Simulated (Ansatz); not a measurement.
# WC (Qusongite): the cost of one run

Computed with Ansatz 0.2.0 (DFT r2SCAN, scalar-relativistic, plane waves, PAW, unless a step's input says otherwise).

1 further run of the same task is left out (set aside as unsound or not needed).

### 1 Starting point

Symmetry: P-6m2, No. 187, hexagonal system. The conventional cell has a = 2.912 Å, b = 2.912 Å, c = 2.836 Å, α = 90.00°, β = 90.00°, γ = 120.00°. W (site symmetry -6m2) has 6 C at 2.20 Å as nearest neighbours. C (site symmetry -6m2) has 6 W at 2.20 Å as nearest neighbours.

As a file:

```
CELL_PARAMETERS angstrom
2.91210 0.00000 0.00000
-1.45605 2.52195 0.00000
0.00000 0.00000 2.83611
ATOMIC_POSITIONS crystal
W 0.00000 0.00000 0.00000
C 0.66667 0.33333 0.50000
```

It is the result of an earlier relaxation at this level (volume 10.41 Å³/atom; gap on the mesh: none (metal)).

### 2 The bulk in the cell of the plane

File input.yaml:

```yaml
crystal:
  lattice:
    - [2.8361125445, 0.0, 0.0]
    - [0.0, 2.912097298, 0.0]
    - [0.0, -1.456048649, 2.5219502383]
  atoms:
    - { symbol: W, position: [0.0, 0.0, 0.0] }
    - { symbol: C, position: [0.5, 0.3333333333, 0.6666666667] }
basis:
  ecutwfc: 500
kpoints:
  mp_grid: { grid: [12, 12, 14] }
hamiltonian:
  xc: r2scan
scf:
  occupations: { method: gaussian, width: 0.1 }
output:
  forces: true
  stress: true
  eigenvalues: true
  write_density: true
  write_potential: true
  elf: true
  volumetric_format: npy
```

Run with:

```
ansatz run input.yaml --threads 2 --pin off --max-ram 5120MiB --backend cpu --events-out ev --progress --plain --runs-dir out
```

What time and memory should one allow on 2 threads of Intel Xeon at 2.10GHz (Emerald Rapids), shared host?

About 41 s, with a peak of 0.61 GiB.
